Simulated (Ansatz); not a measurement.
**B3W2 in Ansatz: tuning preconditioner**

B3W2, a slab with vacuum:

```xyz
10
Lattice="3.0200 0.0000 0.0000 -1.5100 2.6154 0.0000 0.0000 0.0000 24.1500" Properties=species:S:1:pos:R:3 pbc="T T T"
W     0.0000    0.0000    7.5000
B     0.0000    1.7436    9.0250
B     1.5100    0.8718    9.0250
W     0.0000    0.0000   10.5500
B     0.0000    1.7436   12.0750
B     1.5100    0.8718   12.0750
W     0.0000    0.0000   13.6000
B     0.0000    1.7436   15.1250
B     1.5100    0.8718   15.1250
W     0.0000    0.0000   16.6500
```

```yaml
Program: Ansatz 0.2.0
Task: tuning run
Functional: PBEsol
Potentials_or_basis: JTH PAW
Cutoff: 1290 eV
Density_cutoff: 5160 eV
k_mesh: 7 × 7 × 1
Occupations: cold, width 0.05 eV
Spin: no spin polarisation
```

These are the settings of the first run; the series varies preconditioner, with any setting tied to it.

Hardware: 16 threads of Arm Neoverse N1.

| preconditioner | energy less the last converged row (meV/atom) | SCF cycles | wall time (s) | peak memory (GiB) |
| --- | --- | --- | --- | --- |
| auto | 0.00 | 12 | 4.1 | 2.3 |
| none | 0.00 | 20 | 7.3 | 2.3 |
| kerker | 0.00 | 23 | 5 | 2.3 |
| kerker_dos | 0.00 | 20 | 4.6 | 2.3 |
| resta | 0.00 | 16 | 6.7 | 2.3 |
| local_kerker | 0.00 | 12 | 3.8 | 2.3 |
| ldos | 0.00 | 12 | 4.1 | 2.3 |

Fastest here: local_kerker (3.8 s), level within noise with auto, ldos; slowest of those that converged: none (7.3 s). These are single runs, one after another on one machine, so differences under about a fifth mean little.

The run has no spin-orbit coupling, so splittings on W are missing.
